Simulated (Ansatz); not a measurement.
# Ti3Al: the cost of one run

Program: Ansatz 0.2.0. Level of theory: DFT PBEsol, scalar-relativistic, plane waves, PAW. These are calculated values, not measurements.

55 further runs of the same task are left out: 55 set aside as unsound or not needed.

### Step 1. The starting structure

Symmetry: Fm-3m, No. 225, cubic system. Conventional cell: a = 6.512 Å, b = 6.512 Å, c = 6.512 Å, α = 90.00°, β = 90.00°, γ = 90.00°. Around Ti (site symmetry -43m) lie 4 Ti at 2.82 Å and 4 Al at 2.82 Å. Ti (site symmetry m-3m) has 8 Ti at 2.82 Å as nearest neighbours. Al (site symmetry m-3m) has 8 Ti at 2.82 Å as nearest neighbours.

As a file:

```cif
data_structure
_symmetry_space_group_name_H-M 'P 1'
_symmetry_Int_Tables_number 1
_cell_length_a 4.6050
_cell_length_b 4.6050
_cell_length_c 4.6050
_cell_angle_alpha 60.000
_cell_angle_beta 60.000
_cell_angle_gamma 60.000
_cell_volume 69.05
loop_
_atom_site_label
_atom_site_type_symbol
_atom_site_fract_x
_atom_site_fract_y
_atom_site_fract_z
_atom_site_occupancy
Ti1 Ti 0.75000 0.75000 0.75000 1
Ti2 Ti 0.25000 0.25000 0.25000 1
Ti3 Ti 0.00000 0.00000 0.00000 1
Al1 Al 0.50000 0.50000 0.50000 1
```

### Step 2. Volume 17.263 Å³ an atom, total moment held at 2.400 muB a cell

Contents of input.yaml:

```yaml
crystal:
  lattice:
    - [0.0, 3.2562326158, 3.2562326158]
    - [3.2562326158, 0.0, 3.2562326158]
    - [3.2562326158, 3.2562326158, 0.0]
  atoms:
    - { symbol: Ti, position: [0.75, 0.75, 0.75], spin: 0.8 }
    - { symbol: Ti, position: [0.25, 0.25, 0.25], spin: 0.8 }
    - { symbol: Ti, position: [0.0, 0.0, 0.0], spin: 0.8 }
    - { symbol: Al, position: [0.5, 0.5, 0.5] }
basis:
  ecutwfc: 520.0
kpoints:
  mp_grid: { grid: [12, 12, 12] }
hamiltonian:
  xc: pbesol
  pseudopotentials: { kind: paw, azcp: { folder: soft_1 } }
scf:
  occupations: { method: gaussian, width: 0.15 }
  lower_state_search: "off"
output:
  forces: true
  stress: true
  eigenvalues: true
  populations: true
magnetization:
  spin_polarized: true
  initial_magnetization: 2.4
  spin_locking: { lock_magnetization: hard }
```

Command:

```bash
$ ansatz run input.yaml --threads 4 --pin off --max-ram 8192MiB --backend cpu --events-out ev --progress --plain --runs-dir out
```

Q: Estimate wall time and peak memory on 4 threads of Arm Neoverse V1, shared host.

About 8.5 s, with a peak of 0.56 GiB.
